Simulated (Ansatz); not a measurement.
# BGeHO+ (doublet): the correlation ladder, cc-pVDZ

The task here is to estimate one member of a computed series from the others.

Program: Ansatz 0.2.0, Gaussian basis. Level of theory: cc-pVDZ, core rule «outside noble gas», up to 16 orbitals frozen. These are calculated values, not measurements.

The runs, in order: UHF; CCSD(T) on ROHF; CCSD(T) on UHF; BCCD(T) on ROHF; CISD; CCSDT(Q) on ROHF; CCSDT(Q) on UHF.

3 further runs of the same task are left out: 3 set aside as unsound or not needed.

## What is computed

The geometry is a PBE0/def2-TZVP stationary point (not a proven minimum) of the parent state, kept for this charge and spin. No spin-orbit coupling is included. The filled d shell of Ge may be among the frozen orbitals whatever the setting's name suggests; the logs give the count.

4 atoms, charge 1, spin multiplicity 2.

Atoms are counted from 1 here; the program's logs count them from 0.

Bond lengths: B1–O2 1.282 Å, O2–Ge3 1.840 Å, Ge3–H4 1.598 Å. Angles: B1–O2–Ge3 148.6°, O2–Ge3–H4 91.9°.

The first run:

Contents of in.yaml:

```yaml
crystal:
  periodic: [false, false, false]
  atoms:
    - {symbol: B, position_ang: [0.000000, -0.186963, 2.397395]}
    - {symbol: O, position_ang: [0.000000, 0.275320, 1.201770]}
    - {symbol: Ge, position_ang: [0.000000, -0.053740, -0.608390]}
    - {symbol: H, position_ang: [0.000000, 1.507965, -0.944858]}
basis:
  gaussian: {orbitals: cc-pVDZ}
total_charge: 1
magnetization: {spin_polarized: true, initial_magnetization: 1}
hamiltonian: {xc: hf}
output: {orbitals: {seedname: orbitals}}
```

Started as:

```bash
> ansatz run in.yaml --threads 1 --pin off --events-out ev --progress --plain --max-ram 2560MiB --backend cpu
```

Steps of the session up to this table: UHF; CCSD(T) on ROHF; CCSD(T) on UHF; BCCD(T) on ROHF; CISD; CCSDT(Q) on ROHF; CCSDT(Q) on UHF.

One of the session's tables, all rows but one given; the rest of the session is left out.

It belongs to the step «Misses and costs». 

```
   method  from UCCSDT(Q) (meV)
     ROHF                     ?
      UHF               +8921.3
     RMP2                +954.7
     UMP2                +930.6
    RCCSD                +341.9
    UCCSD                +342.8
 RCCSD(T)                 +55.9
 UCCSD(T)                 +56.7
  BCCD(T)                 +53.7
   RCCSDT                 +28.3
   UCCSDT                 +28.9
RCCSDT(Q)                  +7.9
UCCSDT(Q)                     0
```

**Question.** Estimate the row for ROHF.

As computed: from UCCSDT(Q) (meV): +8967.4. In the column «from UCCSDT(Q) (meV)» it is the highest.

Limits of these values: Restricted and unrestricted rows rest on different reference determinants; where their highest levels disagree by more than a few hundredths of an eV, they describe different states and don't form one ladder.
